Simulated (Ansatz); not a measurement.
# HfB: stress in a strained cell

Aim: deform HfB (z strained by +1 % at fixed volume) and compute stress, forces and field gradients with LAPW, PAW and all-electron datasets made for the crystal.

Method: DFT PBE, scalar-relativistic, in Ansatz 0.2.0.

## (1) Starting point

Symmetry: Fm-3m, No. 225, cubic system. The conventional cell has a = 4.620 Å, b = 4.620 Å, c = 4.620 Å, α = 90.00°, β = 90.00°, γ = 90.00°. Around Hf (site symmetry m-3m) lie 6 B at 2.31 Å. B (site symmetry m-3m) has 6 Hf at 2.31 Å in its first shell of neighbours.

Structure file:

```
CELL_PARAMETERS angstrom
0.00000 2.31000 2.31000
2.31000 0.00000 2.31000
2.31000 2.31000 0.00000
ATOMIC_POSITIONS crystal
Hf 0.50000 0.50000 0.50000
B 0.00000 0.00000 0.00000
```

Atoms are numbered in the order of the input: Hf1, B2.

## (2) After the deformation

Space group Fm-3m before, I4/mmm after.

## (3) Full-potential LAPW

input.yaml

```yaml
crystal:
  lattice:
    - [0.0, 2.2985359094, 2.3331]
    - [2.2985359094, 0.0, 2.3331]
    - [2.2985359094, 2.2985359094, 0.0]
  atoms:
    - { symbol: Hf, position: [0.5, 0.5, 0.5] }
    - { symbol: B, position: [0.0, 0.0, 0.0] }
kpoints:
  mp_grid: { grid: [15, 15, 15] }
scf:
  occupations: { method: fermi_dirac, width: 0.05 }
hamiltonian:
  xc: pbe
  pseudopotentials: { kind: all_electron, lapw: { basis_error: 0.00025 } }
output:
  forces: true
  stress: true
  eigenvalues: true
```

The run is started by

```bash
$ ansatz run input.yaml --threads 1 --pin off --max-ram 2048MiB --backend cpu --events-out ev --progress --plain --runs-dir out
```

What it wrote, cut to the lines that bear on the results:

```text
LAPW: plane waves up to 9.397 Å⁻¹, error target 2.5e-4 eV per atom; small_component_spin mean_spin; B in spheres of 0.908 Å, 5 of its electrons in bands, Dirac shells []; Hf in spheres of 1.391 Å, 42 of its electrons in bands, Dirac shells []
[...]
Pseudopotentials: kind: all_electron
Pseudopotential: Hf, LAPW, valence charge 42, Koelling and Harmon's equation, gaussian nucleus
Pseudopotential: B, LAPW, valence charge 5, Koelling and Harmon's equation, gaussian nucleus
Functional definition: PBE
[...]
Crystal: 2 atoms, lattice volume = 24.653 Å³
Basis set: ecut = 336.45818813309046 eV, 331 PW (Γ), exchange–correlation at level 2
Bands: 29, of which v1, the nominal top of the filled ones, is band 24 counted from 1 (23 counted from 0)
Symmetry: 16 space group operations
Space group: I4/mmm (ITA 139), of the structure as read, at distance tolerance 2.9e-5 Å
k-points: 288 of 3375
[...]
SCF iter   1: F=—  HF=-410927.881023 eV  |F-HF|=—  |Δ(HF+E_count)|=         —  Δρ=7.90e-2  dr2=2.16e0  ethr=4.59e-3  ⟨swp⟩=2.0  Hψ=50741  notcnv=0
[...]
the basis was enlarged: its passes take 1.6 MiB over the memory plan, 1 of 1 planned eigensolver slots
[...]
SCF iter   9: F=-410926.964650 eV  HF=-410926.964650 eV  |F-HF|=9.43e-9  |Δ(HF+E_count)|=   8.86e-8  Δρ=1.14e-5  dr2=2.59e-8  ethr=9.25e-10  ⟨swp⟩=3.0  Hψ=24629  notcnv=0
[...]
SCF converged after 9 iterations
Free energy (F): -410926.964650 eV
[...]
E sigma→0 (E₀):  -410926.960810 eV
Entropy (-TS):   -0.007679 eV (-3.840 meV/atom)
Fermi energy:    20.073257 eV
[...]
--- Forces (eV/Å), atoms counted from 1 ---
  atom   1  Hf     0.00000000     0.00000000     0.00000000
  atom   2  B     -0.00000000     0.00000000     0.00000000
[...]
--- Stress (GPa, compression-positive) ---
       32.495183       0.000000       0.000000
        0.000000      32.495183       0.000000
        0.000000       0.000000      24.872648
  P = ⅓ Tr σ = 29.9543 GPa (299.543 kbar)
--- Band table (eV; the first three rows and the last of 288) ---
[...]
```

It took 87 s on 1 thread of Arm Neoverse V1, shared host; peak memory 0.95 GiB.

This run gives: pressure 29.95 GPa; no gap.

## (4) Frozen-core PAW

input.yaml, as its differences from that of step 3:

```diff
@@ -14,3 +14,3 @@
   xc: pbe
-  pseudopotentials: { kind: all_electron, lapw: { basis_error: 0.00025 } }
+  pseudopotentials: { kind: paw }
 output:
@@ -19 +19,2 @@
   eigenvalues: true
+  efg: { contact_densities: true }
```

The run is started by

```bash
$ ansatz run input.yaml --threads 1 --pin off --max-ram 2048MiB --backend cpu --events-out ev --progress --plain --runs-dir out
```

What it wrote, cut to the lines that bear on the results:

```text
Hf: output.efg is read without spin–orbit coupling, which moves field gradients at and beside such atoms by some per cent and up to a factor of two; PAW files take it under magnetization.noncollinear and magnetization.spin_orbit
[...]
Pseudopotentials: kind: paw
Pseudopotential: Hf, paw, valence charge 26, recommended cutoff 420 eV (normal)
Pseudopotential: B, paw, valence charge 3, recommended cutoff 420 eV (normal)
[... 1 set-up line as earlier in the session ...]
[...]
Crystal: 2 atoms, lattice volume = 24.653 Å³
Basis set: ecut = 420 eV, 531 PW (Γ), exchange–correlation on 48×48×48 points (8 copies of the dense FFT grid, shifted against one another)
Bands: 19, of which v1, the nominal top of the filled ones, is band 15 counted from 1 (14 counted from 0)
[... 2 set-up lines as earlier in the session ...]
k-points: 288 of 3375
[...]
  atom   1  Hf     0.00000000     0.00000000    -0.00000000
  atom   2  B     -0.00000000     0.00000000    -0.00000000
[...]
--- Stress (GPa, compression-positive) ---
       32.465857       0.000000       0.000000
        0.000000      32.465857       0.000000
        0.000000       0.000000      24.839404
  P = ⅓ Tr σ = 29.9237 GPa (299.237 kbar)
--- PAW observables at the nuclei: V_zz in 10²¹ V/m², potentials from the cell's mean, atoms counted from 1 ---
  atom   1  Hf V_zz =    +2.887096   η = 0.0000   by run symmetry: allowed
            electrostatic potential = -14185.407364 V   contact ρ = 7528614.617452 e/Å³
  atom   2  B  V_zz =    +0.033342   η = 0.0000   by run symmetry: allowed
            electrostatic potential = -338.132659 V   contact ρ = 488.836849 e/Å³
--- Band table (eV; the first three rows and the last of 288) ---
  k-point 0: bands = ["-40.2226", "-8.7250", "-8.7250", "-8.7225", "9.7890", "9.7902", "9.7911", "9.7911", "9.8804", "9.8824", "9.8824", "10.0924", "21.7069", "21.8903", "21.8903", "23.6229", "23.7324", "23.7324", "23.7409"]
[...]
```

It took 11 s on 1 thread of Arm Neoverse V1, shared host; peak memory 0.45 GiB.

This run gives: pressure 29.92 GPa; no gap; Vzz Hf1 2.89 (η = 0.00), B2 0.03 (η = 0.00) (10²¹ V/m²).

## (5) Datasets made for this crystal

input.yaml, as its differences from that of step 4:

```diff
@@ -14,3 +14,3 @@
   xc: pbe
-  pseudopotentials: { kind: paw }
+  pseudopotentials: { kind: all_electron, datasets: crystal }
 output:
```

The run is started by

```bash
$ ansatz run input.yaml --threads 1 --pin off --max-ram 2048MiB --backend cpu --events-out ev --progress --plain --runs-dir out
```

What it wrote, cut to the lines that bear on the results:

```text
[...]
Hf: output.efg is read without spin–orbit coupling, which moves field gradients at and beside such atoms by some per cent and up to a factor of two; PAW files take it under magnetization.noncollinear and magnetization.spin_orbit
[...]
[... 1 set-up line as earlier in the session ...]
Pseudopotential: Hf, paw, valence charge 26, recommended cutoff 400 eV (normal), Koelling and Harmon's equation, gaussian nucleus
Pseudopotential: B, paw, valence charge 3, recommended cutoff 400 eV (normal), Koelling and Harmon's equation, gaussian nucleus
[... 1 set-up line as earlier in the session ...]
[...]
Crystal: 2 atoms, lattice volume = 24.653 Å³
Basis set: ecut = 400 eV, 459 PW (Γ), exchange–correlation on 48×48×48 points (8 copies of the dense FFT grid, shifted against one another)
Bands: 19, of which v1, the nominal top of the filled ones, is band 15 counted from 1 (14 counted from 0)
[... 1 set-up line as earlier in the session ...]
[...]
  atom   1  Hf     0.00000000     0.00000000     0.00000000
  atom   2  B     -0.00000000    -0.00000000    -0.00000000
[...]
--- Stress (GPa, compression-positive) ---
       32.495966       0.000000       0.000000
        0.000000      32.495966       0.000000
        0.000000       0.000000      24.873181
  P = ⅓ Tr σ = 29.9550 GPa (299.550 kbar)
--- PAW observables at the nuclei: V_zz in 10²¹ V/m², potentials from the cell's mean, atoms counted from 1 ---
  atom   1  Hf V_zz =    +2.929581   η = 0.0000   by run symmetry: allowed
            electrostatic potential = -14185.432078 V   contact ρ = 7525210.084698 e/Å³
  atom   2  B  V_zz =    +0.034067   η = 0.0000   by run symmetry: allowed
            electrostatic potential = -338.075905 V   contact ρ = 488.867462 e/Å³
--- Band table (eV; the first three rows and the last of 288) ---
  k-point 0: bands = ["-39.8412", "-8.3413", "-8.3413", "-8.3387", "10.1771", "10.1782", "10.1791", "10.1791", "10.2684", "10.2704", "10.2704", "10.4765", "22.0897", "22.2730", "22.2730", "24.0123", "24.1218"]
[...]
```

It took 41 s on 1 thread of Arm Neoverse V1, shared host; peak memory 0.79 GiB.

In short: pressure 29.96 GPa; no gap; Vzz Hf1 2.93 (η = 0.00), B2 0.03 (η = 0.00) (10²¹ V/m²).

## (6) Stress and forces compared

Stress (GPa, compression positive):

| method | xx | yy | zz | yz | xz | xy |
| --- | --- | --- | --- | --- | --- | --- |
| LAPW | 32.50 | 32.50 | 24.87 | 0.00 | 0.00 | 0.00 |
| PAW | 32.47 | 32.47 | 24.84 | 0.00 | 0.00 | 0.00 |
| crystal datasets | 32.50 | 32.50 | 24.87 | 0.00 | 0.00 | 0.00 |

| method | pressure (GPa) | Vzz Hf1 (10²¹ V/m²) | Vzz B2 (10²¹ V/m²) | SCF cycles, by the record's count | time |
| --- | --- | --- | --- | --- | --- |
| LAPW | 29.95 | – | – | 9 | 87 s |
| PAW | 29.92 | 2.89 | 0.03 | 7 | 11 s |
| crystal datasets | 29.96 | 2.93 | 0.03 | 10 | 41 s |

## (7) What came out

| quantity | value |
| --- | --- |
| pressure | LAPW 29.95, PAW 29.92, crystal datasets 29.96 GPa |
| largest shear or deviatoric stress (LAPW) | 5.08 GPa |

**Reading.** The largest part of the stress beyond the pressure is 5.08 GPa in size, in the zz component; the atoms are carried along and not relaxed. No run of the undeformed cell stands beside it, so pressure and stress hold what the given cell had before the change, as far as its symmetry allows. PAW: stress within 0.04 GPa of LAPW. Crystal datasets: stress within 0.01 GPa of LAPW. Spin-orbit coupling is left out, though the cell holds Hf; in elements this heavy it can shift bands and gaps by tenths of an eV.
